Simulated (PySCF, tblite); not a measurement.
**ClFGe₂H₄O, a small molecule taken as a stand-in for a surface group (Ge site with back bonds O[GeH3], F, Cl): NMR shifts, core binding energies and electronic excitations**

What NMR shifts, core binding energies and electronic excitations should one expect for `[F][GeH]([Cl])[O][GeH3]`?

Programs: tblite 0.8.0 and PySCF 2.14.0. All values are calculated, for the isolated system unless a continuum is named. Atoms count from 0, parts from 1.

## Step 1: The system as given

9 atoms, charge 0, multiplicity 1; geometry: distance geometry start.

## Step 2: Geometry optimisation with GFN2-xTB

Job settings and geometry (Å):

```
{"job": {"kind": "relax", "xc": "GFN2-xTB", "basis": "xTB"}, "charge": 0, "multiplicity": 1}
Ge     1.365306    -0.268636    -0.332213
O     -0.192582     0.068398    -1.084289
Ge    -1.470957     0.205834     0.178369
F      1.128230    -0.581299     1.398647
Cl     2.809228     1.305523    -0.648750
H      1.920543    -1.542577    -1.025544
H     -2.093961    -1.182059     0.424792
H     -0.915088     0.826733     1.441849
H     -2.619871     1.143597    -0.340495
```

With the program's defaults for keys left out, this is: GFN2-xTB geometry optimisation, gas phase.

On the command line:

```
OMP_NUM_THREADS=1 python cluster_run.py task.json out
```

One launch serves the whole session: the jobs run in the order shown.

**Question.** The jobs that follow are: PBE0-D3(BJ)/def2-SVP geometry optimisation, gas phase; GIAO PBE0/pcSseg-2 NMR shielding, non-relativistic, gas phase; delta-SCF UKS SCAN, pcX-2 on the ionised atom, pcseg-1 elsewhere, spin-free X2C; TDDFT CAM-B3LYP/def2-SVPD, vertical, gas phase, core orbitals frozen in the response. Predict: point group; rotational constants (main isotopes); ¹H shifts against TMS (PBE0/pcSseg-2); ⁷³Ge shifts against GeMe4 (PBE0/pcSseg-2); ¹⁷O shifts against H2O (PBE0/pcSseg-2); ¹⁹F shifts against CFCl3 (PBE0/pcSseg-2); ³⁵Cl shifts against HCl (PBE0/pcSseg-2); O1s binding energies, SCAN/pcX-2; F1s binding energies, SCAN/pcX-2; Cl2p binding energies, SCAN/pcX-2; lowest singlet (CAM-B3LYP/def2-SVPD); brightest single state of those computed; lowest triplet; vertical ionisation energy (ΔSCF).

The runs gave:

```
                                 quantity                        value
                              point group                           C1
     rotational constants (main isotopes)         2.58, 0.87, 0.74 GHz
    ¹H shifts against TMS (PBE0/pcSseg-2)   6.24, 5.47, 5.24, 5.19 ppm
⁷³Ge shifts against GeMe4 (PBE0/pcSseg-2)                   6, -75 ppm
   ¹⁷O shifts against H2O (PBE0/pcSseg-2)                     58.6 ppm
 ¹⁹F shifts against CFCl3 (PBE0/pcSseg-2)                   -140.0 ppm
  ³⁵Cl shifts against HCl (PBE0/pcSseg-2)                       78 ppm
         O1s binding energies, SCAN/pcX-2                 O1 537.79 eV
         F1s binding energies, SCAN/pcX-2                 F3 691.69 eV
        Cl2p binding energies, SCAN/pcX-2                Cl4 206.64 eV
     lowest singlet (CAM-B3LYP/def2-SVPD)  7.15 eV (173 nm), f = 0.013
 brightest single state of those computed  state 4, 7.64 eV, f = 0.036
                           lowest triplet                      6.66 eV
        vertical ionisation energy (ΔSCF)                     11.29 eV
```

**Reading.** The start of the PBE0/def2-SVP relaxation was shaken at random by about 0.01 Å, so part of the energy gained, and of the first lengths quoted, undoes that. Over 7 steps the energy fell by 0.254 eV; of the close pairs, Ge0–Cl4 changed most, 2.078 to 2.146 Å (PBE0/def2-SVP). No frequency check was run at this level, so the end point may be a saddle. Hydrogens of an XH3 group are listed apart at this fixed geometry; free rotation makes them one line at their mean. The lowest singlet, at 7.15 eV, is HOMO→LUMO 0.86 and is weak; of the 6 states computed, the strongest absorption comes from states 3 to 4 together at 7.64 eV. The lowest triplet lies 0.48 eV below the lowest singlet (triplets in Tamm-Dancoff, singlets in full TDDFT). ΔSCF puts the ionisation energy at 11.29 eV, 0.79 eV above −ε(HOMO). Spin-orbit coupling is left out, which matters for shieldings and couplings at and beside the heavy atoms.
